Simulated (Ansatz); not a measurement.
# ClF₂H₃OSi₂: one species, many methods

How much do the methods differ for ClF₂H₃OSi₂? The plan is to run it at one geometry with functionals of several rungs and with coupled cluster. The yardstick is the atomisation energy at the CCSD(T) limit.

Method: functionals in def2-TZVPP, the program's frozen cores in correlated methods; program: Ansatz 0.2.0, Gaussian basis.

Plan: LDA (SPW92), PBE-D4, revPBE-D4, BLYP-D4, r2SCAN-D4, B97M-V, PBE0-D4, B3LYP-D4, r2SCANh-D4, r2SCAN0-D4, HSE06-D4, BHLYP-D4, CAM-B3LYP-D4, LC-ωPBE, ωB97X-V, ωB97M-V, B2PLYP, PBE-QIDH; CCSD(T)/def2-SVP; CCSD(T)/def2-TZVPP; MP2/def2-QZVPP; extrapolation to the limit; RPA on PBE.

### Step 1. Structure used throughout

All runs share one geometry, relaxed beforehand with PBE0-D4 in a triple-zeta def2 set.

SMILES `F[SiH](F)O[SiH2]Cl`, 9 atoms, charge 0, spin multiplicity 1.

Atoms are counted from 1 here; the program's logs count them from 0.

Bond lengths: F1–Si2 1.580 Å, Si2–F3 1.578 Å, Si2–O4 1.608 Å, Si2–H7 1.464 Å, O4–Si5 1.629 Å, Si5–Cl6 2.047 Å, Si5–H8 1.475 Å, Si5–H9 1.476 Å. Angles: F1–Si2–F3 107.4°, F1–Si2–O4 109.7°, F1–Si2–H7 109.5°, F3–Si2–O4 108.0°, F3–Si2–H7 109.6°, O4–Si2–H7 112.5°, Si2–O4–Si5 151.4°, O4–Si5–Cl6 109.6°, O4–Si5–H8 108.2°, O4–Si5–H9 109.8°, Cl6–Si5–H8 108.3°, Cl6–Si5–H9 108.0°, H8–Si5–H9 112.9°.

### Step 2. LDA

This LDA is Slater exchange with PW92 correlation.

The input, in.yaml:

```yaml
crystal:
  periodic: [false, false, false]
  atoms:
    - {symbol: F, position_ang: [-1.647412, -1.621528, -0.415071]}
    - {symbol: Si, position_ang: [-0.082781, -1.459684, -0.566059]}
    - {symbol: F, position_ang: [0.588544, -2.722125, 0.100636]}
    - {symbol: O, position_ang: [0.407686, -0.154636, 0.235239]}
    - {symbol: Si, position_ang: [0.227375, 1.401029, 0.682767]}
    - {symbol: Cl, position_ang: [-0.448330, 2.498165, -0.907712]}
    - {symbol: H, position_ang: [0.269354, -1.409245, -1.986341]}
    - {symbol: H, position_ang: [1.549089, 1.922721, 1.077712]}
    - {symbol: H, position_ang: [-0.775023, 1.499103, 1.761828]}
basis:
  gaussian: {orbitals: def2-TZVPP}
hamiltonian: {xc: lda}
output: {orbitals: {seedname: orbitals}}
```

Run with:

```sh
ansatz run in.yaml --threads 4 --pin off --events-out ev --progress --plain --max-ram 10444MiB
```

The runs that follow: PBE-D4 (GGA); revPBE-D4 (GGA); BLYP-D4 (GGA); r2SCAN-D4 (meta-GGA); B97M-V (meta-GGA); PBE0-D4 (hybrid); B3LYP-D4 (hybrid); r2SCANh-D4 (hybrid); r2SCAN0-D4 (hybrid); HSE06-D4 (hybrid); BHLYP-D4 (hybrid); CAM-B3LYP-D4 (range-separated); LC-ωPBE (range-separated); ωB97X-V (range-separated); ωB97M-V (range-separated); B2PLYP (double hybrid); PBE-QIDH (double hybrid); CCSD(T) in def2-SVP; CCSD(T) in def2-TZVPP; MP2 in def2-QZVPP; RPA on PBE orbitals.

Q: Predict the results of all the runs planned. Wanted: atomisation energy, CCSD(T)/CBS; farthest beyond LDA; mean size of error, GGA; mean size of error, meta-GGA; mean size of error, hybrid; mean size of error, range-separated; mean size of error, double hybrid; gap, smallest and largest; T1 diagnostic.

The runs gave:

```
                               quantity                                      value
        atomisation energy, CCSD(T)/CBS                                  36.848 eV
    functionals within 0.184 eV (0.5 %)                            B97M-V, ωB97X-V
                    farthest beyond LDA                       BHLYP-D4 (-1.523 eV)
                mean size of error, GGA                                   0.784 eV
           mean size of error, meta-GGA                                   0.205 eV
             mean size of error, hybrid                                   0.910 eV
    mean size of error, range-separated                                   0.297 eV
      mean size of error, double hybrid                                   0.727 eV
              gap, smallest and largest  6.81 eV (LDA (SPW92)), 14.30 eV (LC-ωPBE)
                          T1 diagnostic                                     0.0111
triples share of the correlation energy                                      3.2 %
```

The LDA atomisation energy is off by 4.429 eV (12 %): it overbinds. PBE-D4 misses by -0.326 eV. Double hybrids carry the basis error of their MP2 part in triple zeta, and no dispersion term here, so their miss is partly the set-up's. Taken by rung, meta-GGA functionals do best (0.205 eV on average) and hybrid ones worst beyond LDA (0.910 eV). GGA functionals lie within the reference's doubt of that worst mean (0.784 eV), so those two tie. The gap between the best rungs is small, so their order is not settled. The mean of the hybrids holds BHLYP, with half exact exchange. The reference freezes the cores and leaves out relativity and excitations past (T), so misses under about 0.184 eV can't be ranked. Hartree-Fock recovers 75 % of the binding; the rest is correlation. CCSD(T) in def2-SVP is off by -3.538 eV, so the small basis spoils what the method gains. Orbital gaps span 6.8 to 14.3 eV; exact exchange widens them.
